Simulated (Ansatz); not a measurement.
**Ga3Sb: a trial structure relaxed**

Where does this trial cell of Ga3Sb go when cell and atoms are let free?

Program: Ansatz 0.2.0. Level of theory: DFT PBE, scalar-relativistic, plane waves, PAW. These are calculated values, not measurements.

**1. The starting structure**

It takes space group I4/mmm (No. 139, tetragonal). Conventional cell: a = 4.318 Å, b = 4.318 Å, c = 9.521 Å, α = 90.00°, β = 90.00°, γ = 90.00°. Around Ga (site symmetry -4m2) lie 8 Ga at 3.05 to 3.21 Å and 4 Sb at 3.21 Å. Ga (site symmetry 4/mmm) has 4 Sb at 3.05 Å and 8 Ga at 3.21 Å as nearest neighbours. Sb (site symmetry 4/mmm) has 12 Ga at 3.05 to 3.21 Å as nearest neighbours.

Structure file:

```xyz
4
Lattice="-2.1588 2.1588 4.7605 2.1588 -2.1588 4.7605 2.1588 2.1588 -4.7605" Properties=species:S:1:pos:R:3 pbc="T T T"
Ga    0.0000    2.1588    2.3802
Ga    2.1588    0.0000    2.3802
Ga    0.0000    0.0000    4.7605
Sb    0.0000    0.0000    0.0000
```

The start is a polymorph listed in a database, not an invented cell.

**2. A first look at the guess**

File input.yaml:

```yaml
crystal:
  lattice:
    - [-2.15879893, 2.15879893, 4.76048422]
    - [2.15879893, -2.15879893, 4.76048422]
    - [2.15879893, 2.15879893, -4.76048422]
  atoms:
    - { symbol: Ga, position: [0.75, 0.25, 0.5] }
    - { symbol: Ga, position: [0.25, 0.75, 0.5] }
    - { symbol: Ga, position: [0.5, 0.5, 0.0] }
    - { symbol: Sb, position: [0.0, 0.0, 0.0] }
basis:
  ecutwfc: 420
kpoints:
  mp_grid: { grid: [6, 6, 6] }
hamiltonian:
  xc: pbe
scf:
  occupations: { method: gaussian, width: 0.1 }
  lower_state_search: "off"
output:
  forces: true
  stress: true
  eigenvalues: true
```

Started as:

```bash
$ ansatz run input.yaml --threads 1 --pin off --max-ram 2560MiB --backend cpu --events-out ev --progress --plain --runs-dir out
```

The program printed, cut to the lines that bear on the results:

```text
[...]
SCF converged after 6 iterations
Free energy (F): -17833.266973 eV
[...]
E sigma→0 (E₀):  -17833.264119 eV
Entropy (-TS):   -0.005707 eV (-1.427 meV/atom)
Fermi energy:    9.516148 eV
[...]
--- Forces (eV/Å), atoms counted from 1 ---
  atom   1  Ga    -0.00000000    -0.00000000     0.00000000
  atom   2  Ga     0.00000000    -0.00000000     0.00000000
  atom   3  Ga     0.00000000     0.00000000    -0.00000000
  atom   4  Sb     0.00000000     0.00000000     0.00000000
[...]
--- Stress (GPa, compression-positive) ---
        0.779020       0.000000       0.000000
        0.000000       0.779020       0.000000
       -0.000000       0.000000      -2.051911
  P = ⅓ Tr σ = -0.1646 GPa (-1.646 kbar)
--- Band table (eV; the first three rows and the last of 30) ---
[...]
```

Run time: 5.1 s. Hardware: 1 thread of Arm Neoverse V1, shared host; peak memory 0.39 GiB.

Read-out: pressure -0.2 GPa, largest force 0.00 eV/Å, gap on this mesh none (metal). The coarse relaxation is skipped.

**3. Relaxation on the finer mesh**

input.yaml: that of step 2 with these lines changed.

```diff
@@ -13,3 +13,3 @@
 kpoints:
-  mp_grid: { grid: [6, 6, 6] }
+  mp_grid: { grid: [16, 16, 16] }
 hamiltonian:
@@ -18,3 +18,2 @@
   occupations: { method: gaussian, width: 0.1 }
-  lower_state_search: "off"
 output:
@@ -23 +22,6 @@
   eigenvalues: true
+relax:
+  adjacent_minimum: "off"
+  f_tol: 0.01
+  max_steps: 80
+  cell: { stress_tol: 0.05 }
```

Started as:

```bash
$ ansatz run input.yaml --threads 1 --pin off --max-ram 2560MiB --backend cpu --events-out ev --progress --plain --runs-dir out
```

The program printed:

```text
Warning: RAYON_NUM_THREADS=1 ignored (pool sized by the plan → 1); use --threads N
Engine: ansatz 0.2.0, aarch64-unknown-linux-gnu
Pseudopotentials: kind: paw
Pseudopotential: Ga, paw, valence charge 13, recommended cutoff 420 eV (normal), Ga.paw.azcp
Pseudopotential: Sb, paw, valence charge 15, recommended cutoff 420 eV (normal), Sb.paw.azcp
Functional definition: PBE
  parameter kappa = 0.804
  parameter beta = 0.06672455060314922
  exchange = pbe_x(kappa = kappa, mu = beta*pi^2/3)
  correlation = pbe_c(beta = beta)
Crystal: 4 atoms, lattice volume = 88.743 Å³
Basis set: ecut = 420 eV, 1743 PW (Γ), exchange–correlation on 80×80×80 points (8 copies of the dense FFT grid, shifted against one another)
Bands: 33, of which v1, the nominal top of the filled ones, is band 27 counted from 1 (26 counted from 0)
Symmetry: 16 space group operations
Space group: I4/mmm (ITA 139), of the structure as read, at distance tolerance 4.5e-5 Å
k-points: 349 of 4096
Non-local potential: Ga, projectors of the file, l = 0: 2, l = 1: 2, l = 2: 3, l = 3: 1
Non-local potential: Sb, projectors of the file, l = 0: 2, l = 1: 2, l = 2: 2, l = 3: 2
PAW form: soft (Blöchl's): semilocal exchange-correlation on the pseudo side does not see the compensation charge
PAW one-centre angular grid: Ga, 590 points (default); XC on 64 Gauss nodes
PAW one-centre angular grid: Sb, 590 points (default); XC on 64 Gauss nodes
Initial density: superposition of atomic densities (neutral atoms: chi_scale 0, normalization atom), corrected by the library's trained network
Initial wavefunctions: pseudopotential atomic-orbital guess
Functional: x = pbe(κ = 0.804, μ = 0.2195149727645171), c = pbe(β = 0.06672455060314922)
SCF iter   1: F=—  HF=-17833.240576 eV  |F-HF|=—  |Δ(HF+E_count)|=         —  Δρ=1.17e-3  dr2=7.55e-4  ethr=1.77e-3  ⟨swp⟩=6.7  Hψ=46857  notcnv=0  defer=16
preconditioner: auto → Kerker (q_TF=auto, 2.512 Å⁻¹)  [metal: Δε(μ)=0.006 eV  Ē_g=14.492 eV  σ=0.100 eV  W_gap=0.04  n_scr=30 (ndim 8)  ℏωp=26.1 eV  f_vac=0.000  D(μ)=1.98/eV (n_scr^D=10)]
SCF iter   2: F=—  HF=-17833.238692 eV  |F-HF|=—  |Δ(HF+E_count)|=   1.88e-3  Δρ=6.75e-4  dr2=3.40e-4  ethr=1.40e-6  ⟨swp⟩=2.0  Hψ=23593  notcnv=0  defer=20
SCF iter   3: F=—  HF=-17833.238712 eV  |F-HF|=—  |Δ(HF+E_count)|=   2.00e-5  Δρ=3.19e-4  dr2=6.74e-5  ethr=6.30e-7  ⟨swp⟩=2.1  Hψ=19956  notcnv=0  defer=20
SCF iter   4: F=—  HF=-17833.238708 eV  |F-HF|=—  |Δ(HF+E_count)|=   4.18e-6  Δρ=1.34e-4  dr2=9.73e-6  ethr=1.25e-7  ⟨swp⟩=2.0  Hψ=18257  notcnv=0  defer=20
SCF iter   5: F=—  HF=-17833.238704 eV  |F-HF|=—  |Δ(HF+E_count)|=   4.28e-6  Δρ=7.37e-5  dr2=2.33e-6  ethr=1.80e-8  ⟨swp⟩=2.0  Hψ=20418  notcnv=0  defer=20
SCF iter   6: F=-17833.238703 eV  HF=-17833.238703 eV  |F-HF|=2.33e-9  |Δ(HF+E_count)|=   7.89e-7  Δρ=8.19e-6  dr2=5.83e-8  ethr=1.85e-10  ⟨swp⟩=7.0  Hψ=58222  notcnv=0
SCF 1 converged in 6 iterations: F = -17833.238703 eV  dr2 = 5.83e-8
relax step   1: F+E_penalty+E_count = -17833.23870316 eV  Δ(F+E_penalty+E_count) = +0.000e0 eV  max|allowed force component| = 1.388e-17 eV/Å  Δτ_max = 0.0000 Å  P = -0.396 GPa  Ω = 88.743 Å³  (6 SCF iters, dr2 threshold 1.00e-7 eV, accepted)
Crystal: 4 atoms, lattice volume = 87.887 Å³
Basis set: ecut = 420 eV, 1719 PW (Γ), exchange–correlation on 80×80×80 points (8 copies of the dense FFT grid, shifted against one another)
Initial density: handed on by an earlier stage of this run
Initial wavefunctions: those handed on with the density
iter 1 solved again at ethr=2.90e-7 eV; its pass at ethr=3.10e-3 eV (dr2=1.57e-4 eV) is discarded
SCF iter   1: F=—  HF=-17833.240976 eV  |F-HF|=—  |Δ(HF+E_count)|=         —  Δρ=2.78e-4  dr2=1.57e-4  ethr=2.90e-7  ⟨swp⟩=2.3  Hψ=64178  notcnv=0
preconditioner: auto → Kerker (q_TF=auto, 2.516 Å⁻¹)  [metal: Δε(μ)=0.004 eV  Ē_g=17.774 eV  σ=0.100 eV  W_gap=0.02  n_scr=30 (ndim 8)  ℏωp=29.1 eV  f_vac=0.000  D(μ)=1.96/eV (n_scr^D=10)]
SCF iter   2: F=—  HF=-17833.240951 eV  |F-HF|=—  |Δ(HF+E_count)|=   2.51e-5  Δρ=1.82e-4  dr2=6.57e-5  ethr=2.90e-7  ⟨swp⟩=1.0  Hψ=11517  notcnv=0
SCF iter   3: F=—  HF=-17833.240937 eV  |F-HF|=—  |Δ(HF+E_count)|=   1.41e-5  Δρ=3.27e-5  dr2=9.36e-7  ethr=1.22e-7  ⟨swp⟩=2.0  Hψ=13612  notcnv=0
SCF iter   4: F=-17833.240936 eV  HF=-17833.240936 eV  |F-HF|=1.57e-7  |Δ(HF+E_count)|=   5.08e-7  Δρ=2.14e-5  dr2=3.40e-7  ethr=7.41e-10  ⟨swp⟩=6.5  Hψ=55015  notcnv=0
SCF 2 converged in 4 iterations: F = -17833.240936 eV  dr2 = 3.40e-7
relax step   2: F+E_penalty+E_count = -17833.24093626 eV  Δ(F+E_penalty+E_count) = -2.233e-3 eV  max|allowed force component| = 1.561e-17 eV/Å  Δτ_max = 0.0000 Å  P = +0.053 GPa  Ω = 87.887 Å³  energy of the carried Pulay correction = +2.043e-4 eV  (4 SCF iters, dr2 threshold 4.00e-7 eV, accepted)
Crystal: 4 atoms, lattice volume = 87.669 Å³
Basis set: ecut = 420 eV, 1711 PW (Γ), exchange–correlation on 80×80×80 points (8 copies of the dense FFT grid, shifted against one another)
iter 1 solved again at ethr=8.98e-8 eV; its pass at ethr=3.10e-3 eV (dr2=4.85e-5 eV) is discarded
SCF iter   1: F=—  HF=-17833.242331 eV  |F-HF|=—  |Δ(HF+E_count)|=         —  Δρ=2.47e-4  dr2=4.68e-5  ethr=8.98e-8  ⟨swp⟩=2.1  Hψ=67290  notcnv=0
preconditioner: auto → Kerker (q_TF=auto, 2.517 Å⁻¹)  [metal: Δε(μ)=0.009 eV  Ē_g=17.783 eV  σ=0.100 eV  W_gap=0.05  n_scr=30 (ndim 8)  ℏωp=29.1 eV  f_vac=0.000  D(μ)=1.97/eV (n_scr^D=10)]
SCF iter   2: F=—  HF=-17833.242332 eV  |F-HF|=—  |Δ(HF+E_count)|=   4.49e-7  Δρ=1.67e-4  dr2=2.23e-5  ethr=8.66e-8  ⟨swp⟩=1.0  Hψ=11517  notcnv=0
SCF iter   3: F=—  HF=-17833.242333 eV  |F-HF|=—  |Δ(HF+E_count)|=   1.30e-6  Δρ=3.68e-5  dr2=7.60e-7  ethr=4.12e-8  ⟨swp⟩=2.5  Hψ=18738  notcnv=0
SCF iter   4: F=-17833.242332 eV  HF=-17833.242333 eV  |F-HF|=3.31e-8  |Δ(HF+E_count)|=   6.54e-7  Δρ=1.31e-5  dr2=1.14e-7  ethr=2.39e-10  ⟨swp⟩=6.3  Hψ=55311  notcnv=0
SCF 3 converged in 4 iterations: F = -17833.242332 eV  dr2 = 1.14e-7
relax step   3: F+E_penalty+E_count = -17833.24233247 eV  Δ(F+E_penalty+E_count) = -1.396e-3 eV  max|allowed force component| = 6.939e-18 eV/Å  Δτ_max = 0.0000 Å  P = +0.210 GPa  Ω = 87.669 Å³  energy of the carried Pulay correction = +2.556e-4 eV  (4 SCF iters, dr2 threshold 1.29e-7 eV, accepted)
[... 11 lines left out ...]
relax step   4: F+E_penalty+E_count = -17833.25776120 eV  Δ(F+E_penalty+E_count) = -1.543e-2 eV  max|allowed force component| = 1.041e-17 eV/Å  Δτ_max = 0.0000 Å  P = +0.583 GPa  Ω = 87.161 Å³  energy of the carried Pulay correction = +3.698e-4 eV  (6 SCF iters, dr2 threshold 3.16e-7 eV, accepted)
[... 10 lines left out ...]
relax step   5: F+E_penalty+E_count = -17833.25947934 eV  Δ(F+E_penalty+E_count) = -1.718e-3 eV  max|allowed force component| = 2.082e-17 eV/Å  Δτ_max = 0.0000 Å  P = +0.716 GPa  Ω = 86.793 Å³  energy of the carried Pulay correction = +4.506e-4 eV  (6 SCF iters, dr2 threshold 4.00e-7 eV, accepted)
[... 10 lines left out ...]
relax step   6: F+E_penalty+E_count = -17833.26439738 eV  Δ(F+E_penalty+E_count) = -4.918e-3 eV  max|allowed force component| = 9.541e-18 eV/Å  Δτ_max = 0.0000 Å  P = -0.312 GPa  Ω = 88.796 Å³  energy of the carried Pulay correction = -2.838e-5 eV  (6 SCF iters, dr2 threshold 4.00e-7 eV, accepted)
[... 9 lines left out ...]
relax step   7: F+E_penalty+E_count = -17833.26528010 eV  Δ(F+E_penalty+E_count) = -8.827e-4 eV  max|allowed force component| = 7.806e-18 eV/Å  Δτ_max = 0.0000 Å  P = -0.025 GPa  Ω = 88.199 Å³  energy of the carried Pulay correction = +1.138e-4 eV  (4 SCF iters, dr2 threshold 3.34e-7 eV, accepted)
[... 13 lines left out ...]
relax step   8: F+E_penalty+E_count = -17833.26503979 eV  Δ(F+E_penalty+E_count) = +2.403e-4 eV  max|allowed force component| = 6.939e-18 eV/Å  Δτ_max = 0.0000 Å  P = -0.029 GPa  Ω = 88.199 Å³  stress off target by 5.00e-2 GPa  SCF on the basis re-selected at this cell (its energy is not comparable with the rows above)  (8 SCF iters)
[... 9 lines left out ...]
relax step   9: F+E_penalty+E_count = -17833.26507157 eV  Δ(F+E_penalty+E_count) = -3.178e-5 eV  max|allowed force component| = 8.674e-18 eV/Å  Δτ_max = 0.0000 Å  P = -0.000 GPa  Ω = 88.138 Å³  energy of the carried Pulay correction = +1.512e-5 eV  (4 SCF iters, dr2 threshold 6.26e-9 eV, accepted)
iter 1 solved again at ethr=9.33e-8 eV; its pass at ethr=3.10e-3 eV (dr2=5.04e-5 eV) is discarded
SCF iter   1: F=—  HF=-17833.265033 eV  |F-HF|=—  |Δ(HF+E_count)|=         —  Δρ=6.47e-5  dr2=7.99e-8  ethr=9.33e-8  ⟨swp⟩=3.5  Hψ=78217  notcnv=0
preconditioner: auto → Kerker (q_TF=auto, 2.514 Å⁻¹)  [metal: Δε(μ)=0.021 eV  Ē_g=14.500 eV  σ=0.100 eV  W_gap=0.12  n_scr=22 (ndim 8)  ℏωp=26.2 eV  f_vac=0.000  D(μ)=1.47/eV (n_scr^D=10)]
SCF iter   2: F=—  HF=-17833.265050 eV  |F-HF|=—  |Δ(HF+E_count)|=   1.66e-5  Δρ=3.28e-5  dr2=2.13e-8  ethr=1.48e-10  ⟨swp⟩=2.1  Hψ=16995  notcnv=0
SCF iter   3: F=—  HF=-17833.265056 eV  |F-HF|=—  |Δ(HF+E_count)|=   5.74e-6  Δρ=1.42e-6  dr2=4.86e-10  ethr=3.94e-11  ⟨swp⟩=2.0  Hψ=18532  notcnv=0
SCF iter   4: F=—  HF=-17833.265056 eV  |F-HF|=—  |Δ(HF+E_count)|=   5.76e-9  Δρ=3.92e-7  dr2=1.48e-10  ethr=1.00e-12  ⟨swp⟩=5.9  Hψ=50370  notcnv=0
SCF iter   5: F=-17833.265056 eV  HF=-17833.265056 eV  |F-HF|=1.46e-11  |Δ(HF+E_count)|=  1.71e-10  Δρ=1.28e-7  dr2=1.57e-11  ethr=1.00e-12  ⟨swp⟩=3.6  Hψ=41920  notcnv=0
SCF 10 converged in 5 iterations: F = -17833.265056 eV  dr2 = 1.57e-11
relax step  10: F+E_penalty+E_count = -17833.26505563 eV  Δ(F+E_penalty+E_count) = +1.594e-5 eV  max|allowed force component| = 8.674e-18 eV/Å  Δτ_max = 0.0000 Å  P = +0.000 GPa  Ω = 88.138 Å³  stress off target by 2.55e-3 GPa  SCF on the basis re-selected at this cell (its energy is not comparable with the rows above)  (5 SCF iters)
basis re-selected at this cell: Δ(F+E_penalty+E_count) = +1.594e-5 eV, ΔP = +0.000 GPa vs the last step (what re-selecting the basis moved, of the pressure what is left beyond the Pulay correction that the steps carried, after the strain that the cell walked since its last selection, with what the two solves' SCF thresholds leave and, on support functions, any second-order correction that the steps lacked; it is no measure of the basis error at this ecutwfc). This SCF's stress stands 2.55e-3 GPa from its target on what of the cell is left free (relax.cell.stress_tol is 5.00e-2 GPa) and its largest allowed force component is 8.67e-18 eV/Å (relax.f_tol is 1.00e-2 eV/Å): within both
SCF converged after 5 iterations
Free energy (F): -17833.265056 eV
Harris-Foulkes:  -17833.265056 eV  (|F-HF|=1.46e-11)
Internal energy: -17833.257686 eV  (E = F + TS)
E sigma→0 (E₀):  -17833.261371 eV
Entropy (-TS):   -0.007370 eV (-1.842 meV/atom)
Fermi energy:    9.679020 eV
--- Per-component energies (eV) ---
  E_band       = -279.378081
  E_kinetic    = 548.751900
  E_local      = -6951.252401  (includes V_loc(G=0)·N_el)
  E_nonlocal   = 1626.597081
  E_hartree    = 3236.199920
  E_xc         = -346.453914
  E_vxc        = -270.113594  (∫ρ·V_xc dr)
  E_paw        = -10528.648387  (= ΣΔE_a)
  E_vpaw       = -1705.760459  (= ΣTr[D̂ρ^β])
  E_aug_tail   = -0.000337  (compensation charges beyond the density's cutoff)
  E_ewald      = -5418.451549
  E_smearing   = -0.007370  (= −TS)
  E_closure    = -0.000000  (closes the sum)
  Σ components = -17833.265056   (vs F -17833.265056, Δ=0.00e0)
--- Forces (eV/Å), atoms counted from 1 ---
  atom   1  Ga    -0.00000000    -0.00000000    -0.00000000
  atom   2  Ga     0.00000000    -0.00000000     0.00000000
  atom   3  Ga     0.00000000    -0.00000000     0.00000000
  atom   4  Sb     0.00000000    -0.00000000     0.00000000
  max |Σ_I F_I| component: 1.39e-17 eV/Å
--- Stress (GPa, compression-positive) ---
        0.001453       0.000000       0.000000
        0.000000       0.001453      -0.000000
        0.000000      -0.000000      -0.002549
  P = ⅓ Tr σ = 0.0001 GPa (0.001 kbar)
--- Band table (eV; the first three rows and the last of 349) ---
  k-point 0: bands = ["-19.4537", "-19.4518", "-19.4518", "-19.4446", "-19.4427", "-5.2734", "-5.2409", "-5.2239", "-5.2087", "-5.2087", "-5.1935", "-5.1935", "-5.1834", "-5.1514", "-5.1117", "-5.1100", "-5.0968", "-5.0786", "-5.0786", "-5.0534", "-1.9151", "4.7498", "6.5913", "7.1399", "7.1451", "7.8171", "7.8171", "9.2039", "9.2039", "10.0122", "10.2972", "12.7890", "12.7890"]
  k-point 1: bands = ["-19.4536", "-19.4518", "-19.4518", "-19.4444", "-19.4428", "-5.2703", "-5.2387", "-5.2254", "-5.2080", "-5.2043", "-5.1977", "-5.1959", "-5.1764", "-5.1503", "-5.1118", "-5.1114", "-5.0985", "-5.0814", "-5.0807", "-5.0561", "-1.8620", "4.5967", "6.6279", "6.8532", "7.0001", "7.5552", "8.2388", "8.6898", "9.6134", "10.6485", "10.6531", "12.1001", "12.8613"]
  k-point 2: bands = ["-19.4535", "-19.4519", "-19.4518", "-19.4440", "-19.4429", "-5.2629", "-5.2315", "-5.2274", "-5.2060", "-5.2023", "-5.2022", "-5.1945", "-5.1635", "-5.1476", "-5.1162", "-5.1121", "-5.1034", "-5.0889", "-5.0883", "-5.0614", "-1.7035", "4.2281", "6.3034", "6.6972", "6.9109", "7.0181", "8.0884", "8.9914", "10.5136", "10.9565", "11.4431", "11.6723", "13.0866"]
  k-point 348: bands = ["-19.4536", "-19.4516", "-19.4516", "-19.4448", "-19.4427", "-5.2734", "-5.2695", "-5.2695", "-5.2557", "-5.2216", "-5.1870", "-5.1687", "-5.1360", "-5.1360", "-5.1113", "-5.1068", "-5.0749", "-5.0632", "-5.0632", "-5.0535", "-0.6805", "1.1458", "5.1732", "6.2431", "6.2431", "6.3909", "12.1346", "13.1517", "13.1517", "13.6450", "14.7134", "14.7134", "14.9928"]
--- Relaxed structure (8 steps of the walk, 8 accepted, 2 SCFs on fresh bases) ---
  F+E_penalty+E_count = -17833.26505563 eV   max|allowed force component| = 8.674e-18 eV/Å   (the final SCF, on the basis selected at the relaxed cell)
  cell:  # Å, volume = 88.1384 Å³
    - [-2.2567311805727637, 2.2567311805727637, 4.326587214737954]
    - [2.2567311805727637, -2.2567311805727637, 4.326587214737954]
    - [2.2567311805727637, 2.2567311805727637, -4.326587214737954]
  atoms:
    - { symbol: Ga, position: [0.7500000000000001, 0.24999999999999994, 0.5000000000000001] }
    - { symbol: Ga, position: [0.24999999999999994, 0.7500000000000001, 0.5000000000000001] }
    - { symbol: Ga, position: [0.5, 0.5, 2.4834244820361314e-33] }
    - { symbol: Sb, position: [5.911943595827804e-34, 9.006804072326182e-35, 6.80946333137343e-34] }
```

Wall time 11 min (1 thread of Arm Neoverse V1, shared host); peak memory 0.95 GiB.

The steps of the relaxation:

| step | energy from step 1 (eV/cell) | largest force component (eV/Å) | pressure (GPa) | volume (Å³) |
| --- | --- | --- | --- | --- |
| 1 | 0.0000 | 0.0000 | -0.40 | 88.74 |
| 2 | -0.0022 | 0.0000 | 0.05 | 87.89 |
| 3 | -0.0036 | 0.0000 | 0.21 | 87.67 |
| 4 | -0.0191 | 0.0000 | 0.58 | 87.16 |
| 5 | -0.0208 | 0.0000 | 0.72 | 86.79 |
| 6 | -0.0257 | 0.0000 | -0.31 | 88.80 |
| 7 | -0.0266 | 0.0000 | -0.03 | 88.20 |
| 8 | -0.0263 | 0.0000 | -0.03 | 88.20 |
| 9 | -0.0264 | 0.0000 | 0.00 | 88.14 |
| 10 | -0.0264 | 0.0000 | 0.00 | 88.14 |

Step 1 is the start. Steps 8, 10 each repeat the geometry before them on a plane-wave basis chosen anew, so the energy can jump there without any move.

Lengths and angles in the start's conventional setting:

|  | before | after | change |
| --- | --- | --- | --- |
| a (Å) | 4.318 | 4.513 | +4.5 % |
| b (Å) | 4.318 | 4.513 | +4.5 % |
| c (Å) | 9.521 | 8.653 | -9.1 % |
| volume (Å³/atom) | 22.19 | 22.03 | -0.7 % |
| shortest distance (Å) | 3.053 | 3.126 | +2.4 % |
| space group (0.01 Å) | I4/mmm | I4/mmm | same |

Forces and stress were held to the start's 16 operations: a distortion of lower symmetry was not tested.

**4. Results**

```
                              quantity                                                                      value
symmetry at the end (tolerance 0.05 Å)                                               space group I4/mmm (No. 139)
                     conventional cell  a = 4.513 Å, b = 4.513 Å, c = 8.653 Å, α = 90.00°, β = 90.00°, γ = 90.00°
                                volume                                                              22.03 Å³/atom
              energy over the elements                                                              +0.07 eV/atom
                       gap on the mesh                                                               none (metal)
```

The space group I4/mmm (No. 139) is kept, and the volume per atom shrinks by 0.7 % from the first guess. With a positive formation energy it can't be a ground state. No finished test with a distortion of lower symmetry is shown, so the end may be a saddle point. The runs treat Sb without spin-orbit coupling.
